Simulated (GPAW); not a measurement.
Here is a GPAW 26.7.0 calculation.

The input run.py:

```python
from ase import Atoms
from ase.dft.bandgap import bandgap
from ase.io import write
from ase.units import GPa
from gpaw import GPAW, PW, setup_paths

setup_paths.insert(0, '.')

atoms = Atoms(['Se', 'Ti', 'Ti', 'Ti'],
              cell=[[3.1974455988, 0.0, 0.0],
                    [-1.5987227994, 2.7690691158, 0.0],
                    [0.0, 0.0, 7.942745]],
              scaled_positions=[[0.0, 0.0, 0.0],
                                [0.6666666667, 0.3333333333, 0.5],
                                [0.3333333333, 0.6666666667, 0.772902],
                                [0.3333333333, 0.6666666667, 0.227098]],
              pbc=True)

calc = GPAW(mode=PW(600),
            xc='PBEsol',
            kpts={'size': (10, 10, 4), 'gamma': True},
            occupations={'name': 'fermi-dirac', 'width': 0.05},
            nbands=39,
            convergence={'density': 1e-05, 'energy': 1e-05},
            maxiter=150,
            txt='gpaw.txt')
atoms.calc = calc
energy = atoms.get_potential_energy()
forces = atoms.get_forces()
stress = atoms.get_stress()
calc.write('gs.gpw')
write('result.traj', atoms)
print(f'Energy: {energy:.6f} eV')
print('Forces (eV/A):')
print(forces.round(4))
print('Stress (GPa):', (stress / GPa).round(3))
print('Fermi level:', round(calc.get_fermi_level(), 4), 'eV')
print(f'Gap: {bandgap(calc)[0]:.4f} eV, direct: {bandgap(calc, direct=True)[0]:.4f} eV')
```

Potentials or basis: PAW data sets generated in the run's folder for this functional, pw.

Launch:

```bash
$ gpaw-setup -f PBEsol Se Ti
$ OMP_NUM_THREADS=1 python run.py
```

(1) What does it give for the largest force?

(2) What does it give for the band gap on the k mesh?

(3) Estimate the pressure.

## Answers

(1) 0.074 eV/Å.

(2) none (metal or under the smearing width).

(3) -4.7 GPa.
